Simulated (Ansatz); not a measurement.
**CH3F4OTa: basis-set convergence**

The task here is to estimate one member of a computed series from the others.

Method: one geometry, several basis sets; program: Ansatz 0.2.0, Gaussian basis.

The runs, in order: PBE0-D4/def2-SVP; ωB97M-V/def2-SVP; PBE0-D4/def2-QZVPP; ωB97M-V/def2-QZVPP; the functionals' def2-TZVPP values are taken from earlier runs.

### Structure used throughout

All runs share one geometry, relaxed beforehand with PBE0-D4 in a triple-zeta def2 set. Ta takes the def2 core potential; no spin-orbit term is included.

SMILES `C[O][Ta]([F])([F])([F])[F]`, 10 atoms, charge 0, spin multiplicity 1.

Atoms are counted from 1 here; the program's logs count them from 0.

Bond lengths: C1–O2 1.410 Å, C1–H8 1.093 Å, C1–H9 1.091 Å, C1–H10 1.091 Å, O2–Ta3 1.841 Å, Ta3–F4 1.884 Å, Ta3–F5 1.864 Å, Ta3–F6 1.864 Å, Ta3–F7 1.892 Å. Angles: O2–C1–H8 109.9°, O2–C1–H9 108.9°, O2–C1–H10 108.9°, H8–C1–H9 109.8°, H8–C1–H10 109.8°, H9–C1–H10 109.5°, C1–O2–Ta3 144.9°, O2–Ta3–F4 95.0°, O2–Ta3–F5 116.5°, O2–Ta3–F6 116.5°, O2–Ta3–F7 91.7°, F4–Ta3–F5 89.1°, F4–Ta3–F6 89.1°, F4–Ta3–F7 173.4°, F5–Ta3–F6 126.9°, F5–Ta3–F7 87.9°, F6–Ta3–F7 87.9°.

Set-up of the first run:

File in.yaml:

```yaml
crystal:
  periodic: [false, false, false]
  atoms:
    - {symbol: C, position_ang: [0.553244, -1.680544, 0.011453]}
    - {symbol: O, position_ang: [-0.342022, -0.591399, -0.020393]}
    - {symbol: Ta, position_ang: [-0.483299, 1.244379, -0.011922]}
    - {symbol: F, position_ang: [-2.365200, 1.263540, -0.101540]}
    - {symbol: F, position_ang: [-0.424156, 2.090567, -1.671983]}
    - {symbol: F, position_ang: [-0.583068, 2.062818, 1.660064]}
    - {symbol: F, position_ang: [1.396052, 1.443916, 0.079191]}
    - {symbol: H, position_ang: [1.581698, -1.315461, 0.062348]}
    - {symbol: H, position_ang: [0.333756, -2.292388, 0.887546]}
    - {symbol: H, position_ang: [0.416194, -2.276626, -0.891864]}
basis:
  gaussian: {orbitals: def2-SVP}
hamiltonian: {xc: pbe0, dispersion: d4}
output: {orbitals: {seedname: orbitals}}
```

Run with:

```bash
$ ansatz run in.yaml --threads 4 --pin off --events-out ev --progress --plain --max-ram 11315MiB
```

Among the steps run: PBE0-D4 in def2-SVP; ωB97M-V in def2-SVP; PBE0-D4 in def2-QZVPP; ωB97M-V in def2-QZVPP.

One of the session's tables, all rows but one given; the rest of the session is left out.

It belongs to the step «Density functionals: the series». 

```
functional       basis  HOMO (eV)  LUMO (eV)
   PBE0-D4    def2-SVP     -10.01      -1.94
   PBE0-D4  def2-TZVPP     -10.01      -1.83
   PBE0-D4  def2-QZVPP     -10.02      -1.84
   ωB97M-V    def2-SVP     -12.38       0.33
   ωB97M-V  def2-TZVPP          ?          ?
   ωB97M-V  def2-QZVPP     -12.40       0.39
```

Estimate the missing values for ωB97M-V, def2-TZVPP.

**Answer.** HOMO (eV): -12.38; LUMO (eV): 0.43.
